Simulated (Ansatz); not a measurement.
# CH4SSi: interaction energy of a dimer with the counterpoise correction in Python

Aim: the interaction energy of a dimer with the counterpoise correction, for CH4SSi, run from a script.

Program: the Python package of Ansatz 0.2.0. Level of theory: MP2/def2-SVPD. These are calculated values, not measurements.

## Step 1: The system

Bond lengths: C1–Si2 1.776 Å, C1–S3 1.642 Å, Si2–S3 2.196 Å, C1–H4 1.086 Å, C1–H5 1.142 Å, Si2–H6 1.493 Å, Si2–H7 1.508 Å. Angles: C1–Si2–S3 47.4°, C1–Si2–H6 121.2°, C1–Si2–H7 118.9°, S3–Si2–H6 106.7°, S3–Si2–H7 107.3°, H6–Si2–H7 119.4°, Si2–C1–S3 79.8°, Si2–C1–H4 115.3°, Si2–C1–H5 115.4°, S3–C1–H4 119.9°, S3–C1–H5 114.9°, H4–C1–H5 109.2°, C1–S3–Si2 52.8°.

No structure file is read: the coordinates are typed or built in the script.

## Step 2: The code

File dimer_ch4ssi.py:

```python
"""Binding of a CH4SSi dimer at a trial geometry."""

import logging
import sys

import ansatz as az

logging.basicConfig(stream=sys.stdout, format="%(levelname)s %(message)s")
logger = logging.getLogger("run")
logger.setLevel(logging.INFO)

FIRST = [
    ("C", (-0.6912, -0.2064, -0.5232)),
    ("Si", (0.7301, 0.4061, 0.3483)),
    ("S", (-0.5859, -1.3206, 0.6787)),
    ("H", (-0.5123, -0.5028, -1.5527)),
    ("H", (-1.6166, 0.4621, -0.4807)),
    ("H", (0.5842, 1.2926, 1.5411)),
    ("H", (2.092, -0.131, -0.0117)),
]
SECOND = [
    ("C", (-0.2566, 3.2154, -3.3794)),
    ("Si", (-1.2386, 4.3024, -2.375)),
    ("S", (0.7612, 3.4349, -2.1094)),
    ("H", (0.0093, 3.6022, -4.3588)),
    ("H", (-0.6632, 2.1539, -3.4931)),
    ("H", (-2.087, 3.7753, -1.2649)),
    ("H", (-1.064, 5.7919, -2.5289)),
]

def energy(atoms, ghosts=()):
    molecule = az.Crystal.molecule()
    for symbol, xyz in atoms:
        molecule = molecule.atom(symbol, xyz)
    calc = (
        molecule.calculation()
        .basis(gaussian="def2-SVPD")
        .correlation("mp2")  # correlation on top of the mean field
    )
    deck = calc.input()
    if ghosts:
        deck = deck.set(az.key.basis.gaussian.ghost_atoms, [{"symbol": s, "position_ang": list(xyz)} for s, xyz in ghosts])
    return az.Session.from_dict(deck).plan().execute().report["free_energy_ev"]


def main() -> None:
    # monomers in their own basis and in the basis of the dimer
    both = energy(FIRST + SECOND)
    alone = energy(FIRST) + energy(SECOND)
    ghosted = energy(FIRST, SECOND) + energy(SECOND, FIRST)
    logger.info(f"dimer {both:.6f} eV")
    logger.info(f"interaction, uncorrected   {(both - alone):8.3f} eV")
    logger.info(f"interaction, counterpoise  {(both - ghosted):8.3f} eV")
    logger.info(f"basis-set superposition    {(alone - ghosted):8.3f} eV")


if __name__ == "__main__":
    main()
```

## Step 3: The input behind the calls

The package turns the script's settings into the engine's input (first run):

```yaml
crystal:
  periodic: [false, false, false]
  atoms:
    - { symbol: C, position_ang: [-0.6912, -0.2064, -0.5232] }
    - { symbol: Si, position_ang: [0.7301, 0.4061, 0.3483] }
    - { symbol: S, position_ang: [-0.5859, -1.3206, 0.6787] }
    - { symbol: H, position_ang: [-0.5123, -0.5028, -1.5527] }
    - { symbol: H, position_ang: [-1.6166, 0.4621, -0.4807] }
    - { symbol: H, position_ang: [0.5842, 1.2926, 1.5411] }
    - { symbol: H, position_ang: [2.092, -0.131, -0.0117] }
    - { symbol: C, position_ang: [-0.2566, 3.2154, -3.3794] }
    - { symbol: Si, position_ang: [-1.2386, 4.3024, -2.375] }
    - { symbol: S, position_ang: [0.7612, 3.4349, -2.1094] }
    - { symbol: H, position_ang: [0.0093, 3.6022, -4.3588] }
    - { symbol: H, position_ang: [-0.6632, 2.1539, -3.4931] }
    - { symbol: H, position_ang: [-2.087, 3.7753, -1.2649] }
    - { symbol: H, position_ang: [-1.064, 5.7919, -2.5289] }
basis:
  gaussian:
    orbitals: def2-SVPD
correlation:
  method: mp2
```

## Step 4: The run

Started as:

```bash
python dimer_ch4ssi.py
```

**Question.** How large is the interaction at this pose, and how much of it is basis-set superposition?

As calculated:

```
                        quantity      value
 interaction energy, uncorrected  -0.228 eV
interaction energy, counterpoise  -0.137 eV
                   runs compared          5
```

In words: The counterpoise correction takes away 40 % of the apparent binding. Uncorrected it is -0.228 eV, with the counterpoise correction -0.137 eV; the difference, 0.09 eV, is the superposition error. The dimer is a generated trial pose of unrelaxed monomers, not a minimum, so the figure is no binding energy, and the basis set is small.
